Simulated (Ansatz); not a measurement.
**GaHOF+ (triplet): from Hartree-Fock to the top rungs, cc-pVDZ**

Aim: climb from Hartree-Fock through coupled cluster for GaHOF+ (triplet) at one geometry and basis, and see what each rung misses.

Method: cc-pVDZ, core rule «outside noble gas», up to 16 orbitals frozen; program: Ansatz 0.2.0, Gaussian basis.

To be run: UHF; CCSD(T) on ROHF; CCSD(T) on UHF; BCCD(T) on ROHF; CISD; CCSDT(Q) on ROHF; CCSDT(Q) on UHF.

23 further runs of the same task are left out: 5 for a known fault of the program, 5 that didn't finish, 13 set aside as unsound or not needed.

### Step 1. What is computed

The geometry is a PBE0/def2-TZVP stationary point (not a proven minimum) of the parent state, kept for this charge and spin. No spin-orbit coupling is included. The filled d shell of Ga may be among the frozen orbitals whatever the setting's name suggests; the logs give the count.

4 atoms, charge 1, spin multiplicity 3.

Atoms are counted from 1 here; the program's logs count them from 0.

Bond lengths: F1–Ga2 1.760 Å, Ga2–O3 1.795 Å, O3–H4 0.961 Å. Angles: F1–Ga2–O3 114.8°, Ga2–O3–H4 113.8°.

### Step 2. UHF

Contents of in.yaml:

```yaml
crystal:
  periodic: [false, false, false]
  atoms:
    - {symbol: F, position_ang: [0.000000, -0.613878, 1.472476]}
    - {symbol: Ga, position_ang: [0.000000, 0.320760, -0.018355]}
    - {symbol: O, position_ang: [0.000000, -0.660347, -1.521903]}
    - {symbol: H, position_ang: [0.000000, -0.135382, -2.326935]}
basis:
  gaussian: {orbitals: cc-pVDZ}
total_charge: 1
magnetization: {spin_polarized: true, initial_magnetization: 2}
hamiltonian: {xc: hf}
output: {orbitals: {seedname: orbitals}}
```

Command:

```bash
$ ansatz run in.yaml --threads 1 --pin off --events-out ev --progress --plain --max-ram 2393MiB
```

The runs that follow: CCSD(T) on ROHF; CCSD(T) on UHF; BCCD(T) on ROHF; CISD; CCSDT(Q) on ROHF; CCSDT(Q) on UHF.

**Question.** What will the summary of the whole plan be? Wanted: UCCSDT(Q) below the RHF energy; RMP2 from UCCSDT(Q); UMP2 from UCCSDT(Q); RCCSD from UCCSDT(Q); RCCSD(T) from UCCSDT(Q); UCCSD(T) from UCCSDT(Q); RCCSDT(Q) from UCCSDT(Q); T1 diagnostic.

The runs gave:

```
                         quantity                      value
   UCCSDT(Q) below the RHF energy                -10.9943 eV
              RMP2 from UCCSDT(Q)            +16.08 kcal/mol
              UMP2 from UCCSDT(Q)            +15.88 kcal/mol
             RCCSD from UCCSDT(Q)             +6.16 kcal/mol
          RCCSD(T) from UCCSDT(Q)             +1.39 kcal/mol
          UCCSD(T) from UCCSDT(Q)             +1.21 kcal/mol
         RCCSDT(Q) from UCCSDT(Q)             +0.38 kcal/mol
levels within 1 kcal/mol (43 meV)  RCCSDT, UCCSDT, RCCSDT(Q)
                    T1 diagnostic                      0.024
```

In words: RCCSD(T) misses by +1.39 kcal/mol, 0.6 % of the correlation energy. These misses are within one basis, not against nature; the frozen cores of restricted and unrestricted runs differ, which can shift their rows.
